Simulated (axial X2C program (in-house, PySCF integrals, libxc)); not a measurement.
# Sb₂⁻: properties at the nuclei

Wanted for Sb₂⁻: properties at the nuclei, at the two-component level.

Method: two-component X2C with atomic mean-field terms, Sb dyall-acv3z; program: an in-house X2C program for linear molecules on PySCF integrals.

All values are calculated.

**1. Set-up**

task.json reads:

```json
{"zs": [51, 51], "q": -1, "bas": ["dyall-acv3z", "dyall-acv3z"], "r0": 2.8, "levels": ["PBE0", "HF", "PBE50", "BHandHLYP", "PBE"], "nst": 3}
```

Keys: zs atomic numbers; q charge; bas basis sets; r0 starting distance in Å; levels methods (HF also brings MP2); nst determinants followed.

The run is started by

```console
> python soeom.py task.json out
```

Nuclei are Gaussian, cores are contracted, and the Gaunt term is on.

**2. Expectation values, lowest determinant**

R = 2.572 Å. State: Ω = 1/2 (excess of +ω over −ω: ω = 1/2).

Output of the PBE0 run:

```text
two-component X2C + atomic mean field  PBE0
basis functions 280  fitting functions 1424  grid points 5800
iter        total energy     max residual
   1     -12955.634755362     2.54e-06
   2     -12955.634755362     3.56e-06
converged
one-electron -18876.72275511  Coulomb 5737.12354989  exact exchange -84.65230182  xc functional -258.97656377  nuclear repulsion 535.14382799  atomic mean-field constant -7.55051254
```

The highest occupied spinor is 71% Sb p, 23% Sb d, 6% Sb f.

| level | A∥/gI Sb (MHz) | qzz Sb (a.u.) |
| --- | --- | --- |
| PBE0 | 1410 | -1.36 |
| HF | 1150 | -1.95 |
| PBE50 | 1370 | -1.52 |
| BHandHLYP | 1310 | -1.48 |
| PBE | 1410 | -1.20 |

A∥ is the parallel hyperfine constant, which follows by multiplying with the nuclear g factor gI = μI/(I μN); qzz is the electric field gradient, eQq0 = 234.96 MHz × Q/barn × qzz. The operators were transformed with the bare-nucleus X2C matrices.

**3. Expectation values, a higher determinant**

R = 2.572 Å. State: Ω = 3/2 (excess of +ω over −ω: ω = 3/2), 0.32 eV above the lowest in the PBE0 search for states (made at or near this distance, with looser thresholds).

Output of the PBE0 run:

```text
two-component X2C + atomic mean field  PBE0
basis functions 280  fitting functions 1424  grid points 5800
iter        total energy     max residual
   1     -12955.623048785     9.57e-06
   2     -12955.623048790     5.25e-06
   3     -12955.623048791     3.39e-06
converged
one-electron -18876.28395281  Coulomb 5736.68920518  exact exchange -84.65040796  xc functional -258.97120866  nuclear repulsion 535.14382799  atomic mean-field constant -7.55051254
```

The highest occupied spinor is 68% Sb p, 26% Sb d, 6% Sb f.

| level | A∥/gI Sb (MHz) | qzz Sb (a.u.) |
| --- | --- | --- |
| PBE0 | 152 | -1.66 |
| HF | -16.1 | -1.88 |
| PBE50 | 154 | -1.80 |
| BHandHLYP | 184 | -1.77 |
| PBE | 148 | -1.52 |

**4. Expectation values, a higher determinant**

R = 2.572 Å. State: Ω = 5/2 (excess of +ω over −ω: ω = -1/2, 2 × ω = 3/2), 1.11 eV above the lowest in the PBE0 search for states (made at or near this distance, with looser thresholds).

Output of the PBE0 run:

```text
two-component X2C + atomic mean field  PBE0
basis functions 280  fitting functions 1424  grid points 5800
iter        total energy     max residual
   1     -12955.593833105     6.49e-06
   2     -12955.593833103     1.17e-05
   3     -12955.593833106     5.77e-07
   4     -12955.593833106     3.82e-07
converged
one-electron -18876.65298925  Coulomb 5737.14614002  exact exchange -84.67341101  xc functional -259.00688833  nuclear repulsion 535.14382799  atomic mean-field constant -7.55051254
```

The highest occupied spinor is 69% Sb p, 24% Sb d, 7% Sb f.

| level | A∥/gI Sb (MHz) | qzz Sb (a.u.) |
| --- | --- | --- |
| PBE0 | -79.5 | -0.97 |
| HF | -55.6 | -1.21 |
| PBE50 | -71.9 | -0.97 |
| BHandHLYP | -39.9 | -0.92 |
| PBE | -74.9 | -0.99 |

**5. Results**

```
                                quantity                                                  value
                      lowest determinant                Ω = 1/2 (excess of +ω over −ω: ω = 1/2)
                    A∥/gI Sb (MHz), PBE0                                                   1410
                     qzz Sb (a.u.), PBE0                                                  -1.36
                      higher determinant                Ω = 3/2 (excess of +ω over −ω: ω = 3/2)
A∥/gI Sb (MHz), PBE0, higher determinant                                                    152
 qzz Sb (a.u.), PBE0, higher determinant                                                  -1.66
                      higher determinant  Ω = 5/2 (excess of +ω over −ω: ω = -1/2, 2 × ω = 3/2)
A∥/gI Sb (MHz), PBE0, higher determinant                                                  -79.5
 qzz Sb (a.u.), PBE0, higher determinant                                                  -0.97
```

**Reading.** The expectation values come from single determinants, which for open shells can mix terms of unlike spin or miss the lowest Ω, so a determinant need not be a state. A∥ is the parallel hyperfine constant, which follows by multiplying with the nuclear g factor gI = μI/(I μN); qzz is the electric field gradient, eQq0 = 234.96 MHz × Q/barn × qzz. The operators were transformed with the bare-nucleus X2C matrices.
